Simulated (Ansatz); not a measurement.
# CH4BClF2SiSn: a nudged elastic band in two tries

Aim: a band of images between two relaxed ends for this system. SMILES of the start: F[B](Cl)[SnH]1[SiH2][CH]1F.

Method: RHF/def2-SVP, in Ansatz 0.2.0.

## 1. Starting point

Bond lengths: F1–B2 1.304 Å, B2–Cl3 1.766 Å, B2–Sn4 2.268 Å, Sn4–Si5 2.524 Å, Sn4–C6 2.243 Å, Si5–C6 1.895 Å, C6–F7 1.361 Å, Sn4–H8 1.698 Å, Si5–H9 1.475 Å, Si5–H10 1.477 Å, C6–H11 1.090 Å. Angles (14 of 21 angles, heavy atoms first): F1–B2–Cl3 117.1°, F1–B2–Sn4 121.9°, Cl3–B2–Sn4 121.0°, B2–Sn4–Si5 124.1°, B2–Sn4–C6 112.6°, Si5–Sn4–C6 46.4°, Sn4–Si5–C6 59.0°, Sn4–C6–Si5 74.6°, Sn4–C6–F7 122.4°, Si5–C6–F7 119.5°, B2–Sn4–H8 117.6°, Si5–Sn4–H8 117.5°, C6–Sn4–H8 116.2°, Sn4–Si5–H9 113.9°.

Structure file:

```xyz
11

F    -2.8171   -1.7154    1.6455
B    -1.8828   -0.8221    1.4700
Cl   -1.7026    0.4112    2.7213
Sn   -0.5180   -0.8551   -0.3414
Si    1.8511    0.0144   -0.3423
C     0.3936    1.1489   -0.7680
F     0.3339    1.7294   -1.9970
H    -1.0260   -1.7495   -1.6923
H     2.6389   -0.3990   -1.5183
H     2.6877    0.3215    0.8356
H     0.1066    1.8587    0.0074
```

## 2. First try

File input.yaml:

```yaml
crystal:
  periodic: [false, false, false]
  atoms:
    - { symbol: F, position_ang: [-2.817098, -1.715362, 1.645537] }
    - { symbol: B, position_ang: [-1.882845, -0.822124, 1.470008] }
    - { symbol: Cl, position_ang: [-1.702598, 0.411215, 2.721302] }
    - { symbol: Sn, position_ang: [-0.518022, -0.855077, -0.34141] }
    - { symbol: Si, position_ang: [1.85106, 0.014367, -0.34232] }
    - { symbol: C, position_ang: [0.39363, 1.148852, -0.768026] }
    - { symbol: F, position_ang: [0.333938, 1.729422, -1.996995] }
    - { symbol: H, position_ang: [-1.025978, -1.749471, -1.692262] }
    - { symbol: H, position_ang: [2.638862, -0.398986, -1.518284] }
    - { symbol: H, position_ang: [2.687717, 0.321494, 0.835598] }
    - { symbol: H, position_ang: [0.106634, 1.858671, 0.007352] }
basis:
  gaussian: { orbitals: def2-SVP }
hamiltonian:
  xc: hf
neb:
  order_check: false
  images: 0
  f_tol: 0.05
  max_iterations: 8
  initial_path: idpp
  final_atoms:
    - { symbol: F, position_ang: [-1.64592323, 0.27007383, 2.46603244] }
    - { symbol: B, position_ang: [-1.83529868, -0.67173072, 1.58225947] }
    - { symbol: Cl, position_ang: [-3.12248525, -1.83295574, 1.90593649] }
    - { symbol: Sn, position_ang: [-0.5121485, -0.78268591, -0.25707918] }
    - { symbol: Si, position_ang: [1.87983025, 0.01294954, -0.37988565] }
    - { symbol: C, position_ang: [0.44097264, 1.17089711, -0.81179771] }
    - { symbol: F, position_ang: [0.35159922, 1.68964134, -2.06608442] }
    - { symbol: H, position_ang: [-1.08062153, -1.72271008, -1.54974572] }
    - { symbol: H, position_ang: [2.61866009, -0.47913343, -1.55724656] }
    - { symbol: H, position_ang: [2.76158506, 0.35783909, 0.7538099] }
    - { symbol: H, position_ang: [0.20912992, 1.93081596, -0.06569907] }
```

The run is started by

```console
$ ansatz run input.yaml --threads 2 --pin off --max-ram 3072MiB --backend cpu --events-out ev --progress --plain --runs-dir out
```

Q: Predict the outcome of this session. Wanted: first try.

The runs gave:

```
 quantity                             value
first try                           refused
    cause  the band is given no inner image
```

**Reading.** The fault in the first input was caught at the input check and cost nothing.
